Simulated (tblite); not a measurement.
# C5H8B2S: the cost of one run

Programs: tblite 0.8.0 and PySCF 2.14.0, with density-fitted response routines of our own. Each step states its level of theory. These are calculated values for one molecule in the gas phase, unless marked as measured. Atoms count from 0, in the outputs and in this text.

## 1. The starting structure

16 atoms, charge 0, multiplicity 1; geometry from: force field or distance geometry start.

Bonds of the start (Å): B0–C1 1.59, C1–B2 1.59, C1–C3 1.51, C3–C4 1.41, C4–C5 1.40, C5–C6 1.39, C6–S7 1.67, S7–C3 1.68, B0–H8 1.18, B0–H9 1.19, C1–H10 1.10, B2–H11 1.19, B2–H12 1.18, C4–H13 1.07, C5–H14 1.08, C6–H15 1.08.

## 2. Optimising the geometry with GFN2-xTB

What the job is given:

```
{"job": {"kind": "relax", "xc": "GFN2-xTB", "basis": "xTB"}, "charge": 0, "multiplicity": 1}
B     -1.788100     1.199800     0.769400
C     -1.157200     0.541800    -0.536900
B     -1.962100    -0.769400    -0.939100
C      0.296800     0.220400    -0.309200
C      0.822600    -0.639000     0.678100
C      2.214200    -0.738100     0.618900
C      2.799300     0.029900    -0.386600
S      1.579100     0.832000    -1.205600
H     -1.558400     2.336800     0.989500
H     -2.016000     0.523000     1.718900
H     -1.240000     1.266700    -1.360300
H     -2.994300    -0.632200    -1.522800
H     -1.869800    -1.742900    -0.277700
H      0.222400    -1.170000     1.390100
H      2.789400    -1.344400     1.303600
H      3.854300     0.094400    -0.582700
```

Command:

```
$ OMP_NUM_THREADS=1 python probes_run.py task.json out
```

The driver reads the jobs from task.json and runs them one after another.

**Question.** How long does this first job take on 1 thread of Intel Xeon at 2.50GHz, shared host, and how much memory does it need?

About 1.9 s, with a peak of 0.18 GiB.
